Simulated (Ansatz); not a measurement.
Runs of Ansatz 0.2.0 on Ba2Tl5V3O12. Symmetry: R-3m, No. 166, trigonal system. The conventional cell has a = 8.474 Å, b = 8.474 Å, c = 18.385 Å, α = 90.00°, β = 90.00°, γ = 120.00°. Around Ba (site symmetry -3m) lie 12 O at 3.23 Å. Ba (site symmetry -3m) has 12 O at 3.22 Å as nearest neighbours. Around V (site symmetry 2/m) lie 4 O at 1.82 Å. Around Tl (site symmetry 2/m) lie 4 O at 2.36 Å. Tl (site symmetry 3m) has 3 V at 2.80 Å and 6 O at 2.84 Å and 3 Tl at 2.98 Å as nearest neighbours. Around O (site symmetry 1) lie 1 V at 1.82 Å. The cell was built by a generator and needn't be a form met in nature.

```csv
task,level,potentials or basis,U,cell,k mesh,cutoff (eV),hubbard projectors,double counting,points for each segment of the path,target pressure (GPa),gap on the mesh (eV),pressure (GPa),moment (μB),relaxed volume (Å³/atom),largest force (eV/Å)
relaxation of cell and atoms,r2SCAN,Ansatz PAW,-,relaxed,3 × 3 × 3,500,-,-,-,-,none,0.0,(b),16.54,0.01
relaxation of cell and atoms,PBEsol,Ansatz PAW,-,relaxed,3 × 3 × 3,420,-,-,-,-,none,0.0,(d),16.21,-
projected density of states,PBE+U,Ansatz PAW,V d U = 8 eV,as given,4 × 4 × 4,420,ortho-atomic (the default),fll (the default),-,-,none,5.1,(a),-,2.21
band structure,r2SCAN,Ansatz PAW,-,as given,4 × 4 × 4,500,-,-,10,-,none,(c),1.15,-,0.21
single point,PBE,Ansatz PAW,-,"atoms moved at random, drawn with an rms of 0.05 Å",4 × 4 × 4,420,-,-,-,-,none,1.0,1.03,-,1.42
relaxation of cell and atoms,r2SCAN+D4,Ansatz PAW,-,relaxed,3 × 3 × 3,500,-,-,-,-,none,0.0,1.24,16.37,0.01
relaxation of cell and atoms,PBE,Ansatz PAW,-,relaxed to 5 GPa,3 × 3 × 3,420,-,-,-,5,none,5.0,1.03,-,0.01
single point,PBE,Ansatz NC,-,as given,4 × 4 × 4,1240,-,-,-,-,none,0.0,1.10,-,0.02
single point,PBE,Ansatz PAW,-,as given,4 × 4 × 4,420,-,-,-,-,none,0.0,1.10,-,0.02
projected density of states,PBE+U,Ansatz PAW,V d U = 4 eV,as given,4 × 4 × 4,420,ortho-atomic (the default),fll (the default),-,-,none,1.1,1.45,-,0.41
projected density of states,PBE+U,Ansatz PAW,V d U = 6 eV,as given,4 × 4 × 4,420,ortho-atomic (the default),fll (the default),-,-,none,2.1,1.63,-,0.70
relaxation of cell and atoms,PBE+D3(BJ),Ansatz PAW,-,relaxed,3 × 3 × 3,420,-,-,-,-,none,0.0,1.14,16.68,-
```

Alike in all rows: spin collinear, ferromagnetic start; smearing fermi-dirac 0.05 eV.

Task: Fill in the values left out.

Result: (a) 2.00; (b) 1.25; (c) -3.4; (d) 1.01.

Caveats: semilocal functionals often make such compounds metallic where correlation or magnetic order opens a gap, which also shifts bond lengths (some runs); the magnetic or orbital state may not be the lowest (some runs); the plane-wave basis is chosen anew once the cell has moved, so the energies of steps on either side of that aren't comparable (some runs); the PAW data sets come from PBE, with cores solved anew for the run's functional, which leaves a small shift of forces and pressure (some runs); pairwise dispersion overbinds metals, which lowers pressure and volume (some runs); forces of over 1 eV/Å show positions far from the minimum, so gaps and moduli don't describe the material at rest (some runs); spin-orbit coupling is left out, which moves the levels of the heavy elements (some runs).

A k mesh can miss the band edges, and the runs leave out spin-orbit coupling on Ba, Tl.

A gap of «none» marks a metal or a gap under the smearing width.
